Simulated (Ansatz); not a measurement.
CH6FNSi, SMILES C[SiH](N)F: vertical spin-state energies, run with Ansatz 0.2.0 through its Python package.

Script `ch6fnsi_spin.py`:
```python
import ansatz

system = (
    ansatz.Crystal.molecule()
    .atom("C", (-0.5793, 1.2003, -0.2353))
    .atom("Si", (-0.1428, -0.526, -0.2941))
    .atom("N", (1.3174, -0.7971, 0.4607))
    .atom("F", (-1.1166, -1.3779, 0.5422))
    .atom("H", (-1.6027, 1.3917, -0.7338))
    .atom("H", (-0.6959, 1.6322, 0.7791))
    .atom("H", (0.1201, 1.877, -0.774))
    .atom("H", (0.0031, -1.0419, -1.6723))
    .atom("H", (1.5581, -1.7749, 0.437))
    .atom("H", (1.2217, -0.6345, 1.4934))
)

base = system.calculation()
base = base.basis(gaussian="pcseg-2").functional("HF")
found = {}
for unpaired in [0, 2]:
    rep = base.spin("collinear", total=unpaired).run().report
    s = unpaired / 2
    found[unpaired] = rep["free_energy_ev"]
    print(f"2S+1 = {unpaired + 1}: E = {found[unpaired]:.5f} eV, <S^2> = {abs(rep['mean_field']['state']['spin_squared']):.3f} (pure state {s * (s + 1):.2f})")
lowest = min(found, key=found.get)
for unpaired, e in found.items():
    print(f"multiplicity {unpaired + 1}: {96.485332 * (e - found[lowest]):.1f} kJ/mol above the lowest")
```

Which spin state is lowest at this geometry, and how far above lie the others?

In order: multiplicity 1 (+0.00 eV) and multiplicity 3 (+6.01 eV), all at the one geometry.

The run itself:

```console
$ python ch6fnsi_spin.py
2S+1 = 1: E = -13180.34397 eV, <S^2> = 0.000 (pure state 0.00)
2S+1 = 3: E = -13174.33611 eV, <S^2> = 2.008 (pure state 2.00)
multiplicity 1: 0.0 kJ/mol above the lowest
multiplicity 3: 579.7 kJ/mol above the lowest
```

Reading the output:
- Total energies depend on the basis set; only differences at equal settings carry meaning.
- The geometry is a force-field or estimated start, not a minimum of this method, and the basis set is short of its limit. All parts are taken at fixed geometry, without zero-point energy.
- Hartree-Fock leaves correlation out, so it favours high-spin states too much.
- Timing: 47 s on 1 thread of Arm Neoverse V1, on a shared host, peak memory 0.56 GiB.
